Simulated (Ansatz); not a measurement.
# C3H4OZn: the cost of one run

Computed with Ansatz 0.2.0, Gaussian basis. Level: the settings change from run to run.

## (1) The relaxed structure

The geometry comes from an earlier relaxation with PBE0-D4 in a triple-zeta def2 set; it is a stationary point, not always the lowest conformer.

SMILES `C#C[O][Zn][CH3]`, 9 atoms, charge 0, spin multiplicity 1.

Atoms are counted from 1 here; the program's logs count them from 0.

Bond lengths: C1–C2 1.205 Å, C1–H6 1.061 Å, C2–O3 1.279 Å, O3–Zn4 1.816 Å, Zn4–C5 1.915 Å, C5–H7 1.091 Å, C5–H8 1.091 Å, C5–H9 1.091 Å. Angles: C2–C1–H6 178.7°, C1–C2–O3 179.0°, C2–O3–Zn4 121.7°, O3–Zn4–C5 176.7°, Zn4–C5–H7 110.0°, Zn4–C5–H8 110.2°, Zn4–C5–H9 110.2°, H7–C5–H8 108.8°, H7–C5–H9 108.8°, H8–C5–H9 108.8°.

Geometry (Å):

```
C    -1.46247    2.03676    2.03241
C    -0.56038    1.79253    1.27200
O     0.40590    1.55319    0.46818
Zn    0.54948   -0.03214   -0.40578
C     0.79390   -1.66557   -1.37569
H    -2.24756    2.27362    2.70639
H    -0.14611   -2.21785   -1.41789
H     1.12249   -1.45369   -2.39432
H     1.54475   -2.28685   -0.88529
```

## (2) PBE/pcseg-2

This run has atoms shaken by 0.08 Å, finite nuclei, D3(BJ) with three-body dispersion, high accuracy.

The input, in.yaml:

```yaml
crystal:
  periodic: [false, false, false]
  atoms:
    - {symbol: C, position_ang: [-1.416514, 1.971672, 2.049034]}
    - {symbol: C, position_ang: [-0.599558, 1.909075, 1.243951]}
    - {symbol: O, position_ang: [0.384458, 1.601184, 0.438627]}
    - {symbol: Zn, position_ang: [0.511451, -0.037292, -0.409966]}
    - {symbol: C, position_ang: [0.654671, -1.678628, -1.383464]}
    - {symbol: H, position_ang: [-2.188617, 2.374491, 2.789815]}
    - {symbol: H, position_ang: [-0.126768, -2.193189, -1.334873]}
    - {symbol: H, position_ang: [1.146405, -1.492763, -2.218907]}
    - {symbol: H, position_ang: [1.575008, -2.287523, -0.801519]}
basis:
  gaussian: {orbitals: pcseg-2, nuclear_model: gaussian}
hamiltonian: {xc: {name: PBE}, dispersion: d3bjatm}
accuracy: high
output: {forces: true}
```

The run is started by

```console
$ ansatz run in.yaml --threads 2 --pin off --events-out ev --progress --plain --max-ram 22528MiB --backend cpu
```

**Question.** How long does this run take on 2 threads of AMD EPYC 7R13, shared host, and how much memory does it need?

About 17 s, with a peak of 1.2 GiB.
